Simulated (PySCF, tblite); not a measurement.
# C₂H₁₁O₂Si₃ radical: geometry, infrared bands and EPR parameters

Wanted: the infrared bands and EPR parameters of C₂H₁₁O₂Si₃ radical (`CCO[Si@@H]([SiH2])O[SiH3]`), by calculation.

Programs: tblite 0.8.0 and PySCF 2.14.0, with density-fitted response routines of our own. Each step states its level of theory. These are calculated values for one molecule in the gas phase, unless marked as measured. Atoms are numbered from 0 throughout.

### 1 Starting geometry

18 atoms, charge 0, multiplicity 2; geometry from: force field or distance geometry start.

Bonds of the start (Å): C0–C1 1.52, C1–O2 1.36, O2–Si3 1.70, Si3–Si4 2.23, Si3–O5 1.71, O5–Si6 1.70, C0–H7 1.13, C0–H8 1.13, C0–H9 1.11, C1–H10 1.12, C1–H11 1.11, Si3–H12 1.47, Si4–H13 1.46, Si4–H14 1.46, Si6–H15 1.49, Si6–H16 1.46, Si6–H17 1.49.

### 2 Geometry optimisation with GFN2-xTB

What the job is given:

```
{"job": {"kind": "relax", "xc": "GFN2-xTB", "basis": "xTB"}, "charge": 0, "multiplicity": 2}
C     -2.958300    -0.986500    -0.077600
C     -1.573200    -0.376700     0.018500
O     -1.018600    -0.352700    -1.228000
Si     0.543400     0.296500    -1.358000
Si     0.911400     2.018600     0.002700
O      1.713300    -0.948200    -1.215200
Si     3.049500    -0.545700    -0.243200
H     -3.646600    -0.460500     0.647000
H     -2.905300    -2.065200     0.251600
H     -3.371300    -0.897300    -1.105600
H     -1.682300     0.674900     0.389300
H     -1.011500    -0.981000     0.762900
H      0.644300     0.829100    -2.725700
H      0.742300     3.253500    -0.765000
H      0.081800     2.007200     1.200700
H      4.094300    -1.562100    -0.530000
H      3.627700     0.770500    -0.512400
H      2.750300    -0.667800     1.211600
```

Command:

```console
OMP_NUM_THREADS=1 python probes_run.py task.json out
```

This one command runs all jobs of the session in turn.

**Question.** This job is followed by: GFN2-xTB harmonic vibrations, gas phase; UKS B3LYP, pcH-1 on C H O Si, non-relativistic, mean-field spin-orbit, GIAO. Predict these results of the whole session: strongest single infrared mode (GFN2-xTB); zero-point energy (GFN2-xTB); g(iso) (B3LYP); ⟨S²⟩; largest a(iso) (averaged by class); potential on the surface of density 0.002 e/bohr³, 1st and 99th percentile.

**Answer**, as computed:

| quantity | value |
| --- | --- |
| strongest single infrared mode (GFN2-xTB) | 1084 cm⁻¹, 688 km/mol |
| zero-point energy (GFN2-xTB) | 76.1 kcal/mol |
| g(iso) (B3LYP) | 2.00400 |
| ⟨S²⟩ | 0.752 (exact 0.75) |
| largest a(iso) (averaged by class) | 29Si on Si4, -338.7 MHz |
| potential on the surface of density 0.002 e/bohr³, 1st and 99th percentile | -0.91 V and 1.29 V |

What this shows: Over 125 steps the energy fell by 1.293 eV; of the close pairs, Si3–O5 changed most, 1.714 to 1.624 Å. The lowest mode is imaginary (24i cm⁻¹), so the xTB geometry is not a minimum: the zero-point energy counts the real modes alone, and all values at this geometry belong to a saddle point. The strongest single mode, at 1084 cm⁻¹, moves mainly O5. Unscaled tight-binding wavenumbers are off by several per cent, some by more. Its intensities can rank the bands wrongly. Si4 carries the largest spin population, 0.99 e. The isotropic g lies 1.7 ppt above the free-electron value. These values are for one conformer; the search (at its own cheap level) found 2 more, at 0.26, 0.76 kcal/mol, and measured spectra average over such forms.
